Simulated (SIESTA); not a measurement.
Pb2O:

```
Pb O
1.0
     5.38000    0.00000    0.00000
     0.00000    5.38000    0.00000
     0.00000    0.00000    5.38000
Pb O
4 2
Direct
  0.75000 0.25000 0.75000
  0.25000 0.75000 0.75000
  0.75000 0.75000 0.25000
  0.25000 0.25000 0.25000
  0.50000 0.50000 0.50000
  0.00000 0.00000 0.00000
```

Base run:

| Quantity | Value |
| --- | --- |
| Program | SIESTA 5.4.2 |
| Functional | PBE |
| Potentials or basis | PseudoDojo 0.4 standard (PBE files) |
| Basis | DZP (energy shift 0.003 Ry; two zetas on semicore shells) |
| Grid cutoff | 800 Ry |
| Energy shift | 0.003 Ry |
| k mesh | 5 × 5 × 5 |
| Occupations | fermi-dirac, width 0.05 eV |
| Spin | no spin polarisation |

Its results: band gap on the k mesh none (metal or under the smearing width); pressure 4.1 GPa.

Question: The run is repeated on the same cell with these changes: functional from PBE to PBEsol; potentials or basis from PseudoDojo 0.4 standard (PBE files) to PseudoDojo 0.4 standard (PBEsol files). What comes out?

Answer: Band gap on the k mesh none (metal or under the smearing width); pressure 1.3 GPa.

Caveats: the basis of atomic orbitals isn't converged, which shifts pressures, moduli and gaps.

Not every run made on this cell is shown here.
